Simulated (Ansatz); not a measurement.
# C5H8AlClO3: the cost of one run

Program: Ansatz 0.2.0, Gaussian basis. Level of theory: BLYP/6-31G*. These are calculated values, not measurements.

### 1 The geometry

An earlier PBE0-D4 in a triple-zeta def2 set relaxation fixed the geometry.

18 atoms, charge 0, spin multiplicity 1.

Atoms are counted from 1 here; the program's logs count them from 0.

Bond lengths: C1–C2 1.489 Å, C1–H11 1.093 Å, C1–H12 1.088 Å, C1–H13 1.093 Å, C2–C3 1.395 Å, C2–O10 1.276 Å, C3–C4 1.395 Å, C3–H14 1.080 Å, C4–C5 1.489 Å, C4–O6 1.276 Å, C5–H15 1.088 Å, C5–H16 1.093 Å, C5–H17 1.093 Å, O6–Al7 1.811 Å, Al7–O8 1.693 Å, Al7–Cl9 2.109 Å, Al7–O10 1.811 Å, O8–H18 0.954 Å. Angles: C2–C1–H11 108.7°, C2–C1–H12 112.5°, C2–C1–H13 109.1°, H11–C1–H12 109.6°, H11–C1–H13 106.9°, H12–C1–H13 109.8°, C1–C2–C3 120.8°, C1–C2–O10 115.5°, C3–C2–O10 123.7°, C2–C3–C4 123.0°, C2–C3–H14 118.5°, C4–C3–H14 118.5°, C3–C4–C5 120.8°, C3–C4–O6 123.7°, C5–C4–O6 115.5°, C4–C5–H15 112.5°, C4–C5–H16 109.1°, C4–C5–H17 108.7° and more.

### 2 Dynamics

File in.yaml:

```yaml
crystal:
  periodic: [false, false, false]
  atoms:
    - {symbol: C, position_ang: [2.069800, -1.215318, -1.296243]}
    - {symbol: C, position_ang: [1.066448, -0.511257, -0.450348]}
    - {symbol: C, position_ang: [-0.208414, -0.229975, -0.940589]}
    - {symbol: C, position_ang: [-1.198023, 0.385163, -0.174400]}
    - {symbol: C, position_ang: [-2.559286, 0.617160, -0.732154]}
    - {symbol: O, position_ang: [-1.022078, 0.776652, 1.027517]}
    - {symbol: Al, position_ang: [0.555380, 0.820050, 1.916440]}
    - {symbol: O, position_ang: [0.476536, 0.143319, 3.465847]}
    - {symbol: Cl, position_ang: [1.320693, 2.782529, 1.820812]}
    - {symbol: O, position_ang: [1.456756, -0.204286, 0.725362]}
    - {symbol: H, position_ang: [2.938767, -0.564673, -1.424990]}
    - {symbol: H, position_ang: [1.672506, -1.491169, -2.270980]}
    - {symbol: H, position_ang: [2.416984, -2.108332, -0.771158]}
    - {symbol: H, position_ang: [-0.449553, -0.528385, -1.950096]}
    - {symbol: H, position_ang: [-2.668423, 0.224392, -1.741094]}
    - {symbol: H, position_ang: [-3.299404, 0.157268, -0.072999]}
    - {symbol: H, position_ang: [-2.759426, 1.691925, -0.733395]}
    - {symbol: H, position_ang: [0.153138, -0.733761, 3.654268]}
basis:
  gaussian: {orbitals: "6-31G*"}
hamiltonian: {xc: {name: BLYP}}
md: {timestep: 1 fs, n_steps: 30, ensemble: nvt_nose_hoover, temperature: 500, initial_velocities: maxwell_boltzmann, seed: 327}
```

Run with:

```sh
$ ansatz run in.yaml --threads 4 --pin off --events-out ev --progress --plain --max-ram 66560MiB --backend cpu
```

**Question.** How long does this run take on 4 threads of AMD EPYC 7R13, shared host, and how much memory does it need?

About 79 s, with a peak of 0.32 GiB.
